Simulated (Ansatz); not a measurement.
# Mg3SeS2: the cost of one run

Computed with Ansatz 0.2.0 (DFT PBE, scalar-relativistic, plane waves, PAW, unless a step's input says otherwise).

## 1. The structure to begin with

Symmetry: Fmmm, No. 69, orthorhombic system. Conventional cell: a = 6.674 Å, b = 7.090 Å, c = 12.169 Å, α = 90.00°, β = 90.00°, γ = 90.00°. Mg (site symmetry mm2) has 1 Se at 2.42 Å in its first shell of neighbours. Mg (site symmetry mmm) is surrounded by 2 S at 1.62 Å. Se (site symmetry mmm) is surrounded by 2 S at 1.93 Å and 2 Mg at 2.42 Å. Around S (site symmetry m2m) lie 1 Mg at 1.62 Å and 1 Se at 1.93 Å.

Coordinates:

```cif
data_structure
_symmetry_space_group_name_H-M 'Fmmm'
_symmetry_Int_Tables_number 69
_cell_length_a 6.6745
_cell_length_b 7.0898
_cell_length_c 12.1691
_cell_angle_alpha 90.000
_cell_angle_beta 90.000
_cell_angle_gamma 90.000
_cell_volume 575.85
loop_
_atom_site_label
_atom_site_type_symbol
_atom_site_symmetry_multiplicity
_atom_site_Wyckoff_symbol
_atom_site_fract_x
_atom_site_fract_y
_atom_site_fract_z
_atom_site_occupancy
Mg1 Mg 8 i 0.00000 0.00000 0.19878 1
Mg2 Mg 4 b 0.50000 0.00000 0.00000 1
Se1 Se 4 a 0.00000 0.00000 0.00000 1
S1 S 8 h 0.50000 0.77211 0.00000 1
```

The cell is invented: random cell by space group and Wyckoff sites (Fmmm, No. 69). Lengths come from tabulated atomic sizes and are only a guess.

## 2. A first look at the guess

Contents of input.yaml:

```yaml
crystal:
  lattice:
    - [0.0, 3.54489135, 6.08453537]
    - [3.33723433, 0.0, 6.08453537]
    - [3.33723433, 3.54489135, 0.0]
  atoms:
    - { symbol: Mg, position: [0.19878126, 0.19878126, 0.80121874] }
    - { symbol: Mg, position: [0.80121874, 0.80121874, 0.19878126] }
    - { symbol: Mg, position: [0.5, 0.5, 0.5] }
    - { symbol: Se, position: [0.0, 0.0, 0.0] }
    - { symbol: S, position: [0.27211145, 0.72788855, 0.27211145] }
    - { symbol: S, position: [0.72788855, 0.27211145, 0.72788855] }
basis:
  ecutwfc: 420
kpoints:
  mp_grid: { grid: [4, 4, 4] }
hamiltonian:
  xc: pbe
scf:
  occupations: { method: gaussian, width: 0.1 }
  lower_state_search: "off"
output:
  forces: true
  stress: true
  eigenvalues: true
```

On the command line:

```
$ ansatz run input.yaml --threads 1 --pin off --max-ram 2560MiB --backend cpu --events-out ev --progress --plain --runs-dir out
```

Q: Estimate wall time and peak memory on 1 thread of Intel Xeon at 2.50GHz (Skylake/Cascade Lake), shared host.

About 11 s, with a peak of 0.44 GiB.
